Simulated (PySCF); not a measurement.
**Solver options tried on O⁻**

Do solver options change the result for O⁻, or only the number of cycles?

Program: PySCF 2.14.0. Level of theory: each script names its method and basis. These are calculated values, not measurements.

2 further runs of the same task are left out: 2 that didn't finish.

## Step 1: The atom

O⁻: 1 atom, charge -1, spin multiplicity 2.

## Step 2: The base run

Contents of input.py:

```python
from pyscf import gto, dft

mol = gto.M(
    atom='O 0 0 0',
    basis='3-21g',
    charge=-1,
    spin=1,
    verbose=4,
)
mf = dft.UKS(mol, xc='hcth407')
mf.kernel()
mf.stability(internal=True, external=True)
mf.dip_moment()
print('orbital energies (hartree):', [e[max(0, n-3):n+3].round(4) for e, n in zip(mf.mo_energy, mol.nelec)])
```

Run with:

```sh
> OMP_NUM_THREADS=1 python input.py
```

The log of this run is left out.

Base result: E(SCF) = -74.561170 Eh, 8 cycles, ⟨S²⟩ = 0.750, internal unstable; real -> complex stable; UHF/UKS -> GHF/GKS unstable.

A lower solution of the same kind exists, so this energy is an upper bound.

## Step 3: DIIS space 20

Edit 1 changes DIIS space: default → 20.

Contents of input.py:

```python
from pyscf import gto, dft

mol = gto.M(
    atom='O 0 0 0',
    basis='3-21g',
    charge=-1,
    spin=1,
    verbose=4,
)
mf = dft.UKS(mol, xc='hcth407')
mf.diis_space = 20
mf.kernel()
mf.stability(internal=True, external=True)
mf.dip_moment()
print('orbital energies (hartree):', [e[max(0, n-3):n+3].round(4) for e, n in zip(mf.mo_energy, mol.nelec)])
```

Run with:

```sh
> OMP_NUM_THREADS=1 python input.py
```

## Step 4: Smearing width 0.05 hartree

Edit 2 changes smearing width: none → 0.05 hartree; step after the SCF: stability → none.

input.py: that of step 2 with these lines changed.

```diff
@@ -1,2 +1,2 @@
-from pyscf import gto, dft
+from pyscf import gto, dft, scf
 
@@ -10,4 +10,4 @@
 mf = dft.UKS(mol, xc='hcth407')
+mf = scf.addons.smearing_(mf, sigma=0.05, method='fermi')
 mf.kernel()
-mf.stability(internal=True, external=True)
 mf.dip_moment()
```

## Step 5: Point-group symmetry on

Edit 3 changes point-group symmetry: off → on.

input.py: that of step 2 with these lines changed.

```diff
@@ -7,2 +7,3 @@
     spin=1,
+    symmetry=True,
     verbose=4,
```

## Step 6: Level shift 0.5 hartree

Edit 4 changes level shift: none → 0.5 hartree.

input.py: that of step 2 with these lines changed.

```diff
@@ -10,2 +10,3 @@
 mf = dft.UKS(mol, xc='hcth407')
+mf.level_shift = 0.5
 mf.kernel()
```

Before running it: what results should come out? Wanted: for each run, E(SCF); from base; gap, α spin; after the SCF.

**Answer**, as computed:

| run | E(SCF) (hartree) | from base (eV) | cycles | gap, α spin (eV) | after the SCF |
| --- | --- | --- | --- | --- | --- |
| base | -74.561170 | 0 | 8 | 40.77 | unstable: internal, UHF/UKS -> GHF/GKS |
| DIIS space 20 | -74.561170 | 0.0000 | 8 | 40.77 | unstable: internal, UHF/UKS -> GHF/GKS |
| smearing width 0.05 hartree | -74.540908 | not comparable | 6 | n/a | n/a |
| point-group symmetry on | -74.561169 | 0.0000 | 6 | 40.77 | unstable: UHF/UKS -> GHF/GKS (point group kept) |
| level shift 0.5 hartree | -74.561170 | 0.0000 | 9 | 40.77 | unstable: internal, UHF/UKS -> GHF/GKS |

Distance from each run's final energy (log10 hartree) by cycle:

| run | cycle 1 | cycle 2 | cycle 3 | cycle 5 | cycle 8 | cycle 12 |
| --- | --- | --- | --- | --- | --- | --- |
| base | -1.1 | -1.2 | -5.0 | -8.3 | -8.9 | done |
| DIIS space 20 | -1.1 | -1.2 | -5.0 | -8.3 | -8.9 | done |
| smearing width 0.05 hartree | -1.1 | -1.2 | -5.2 | < -11 | done | done |
| point-group symmetry on | -1.1 | -1.2 | -5.0 | -9.7 | done | done |
| level shift 0.5 hartree | -1.1 | -1.8 | -3.0 | -5.6 | -9.2 | done |

What this shows: The highest filled level of this anion is positive: the basis lacks diffuse functions or the electron is not bound, so these numbers hang on the basis. With DIIS space 20 or point-group symmetry on or level shift 0.5 hartree the SCF ends at the base energy. With DIIS space 20, point-group symmetry on, level shift 0.5 hartree the path hardly changes: 6 to 9 cycles against 8. The cycles with DIIS space 20 repeat those of the base digit for digit, so the setting never acted.
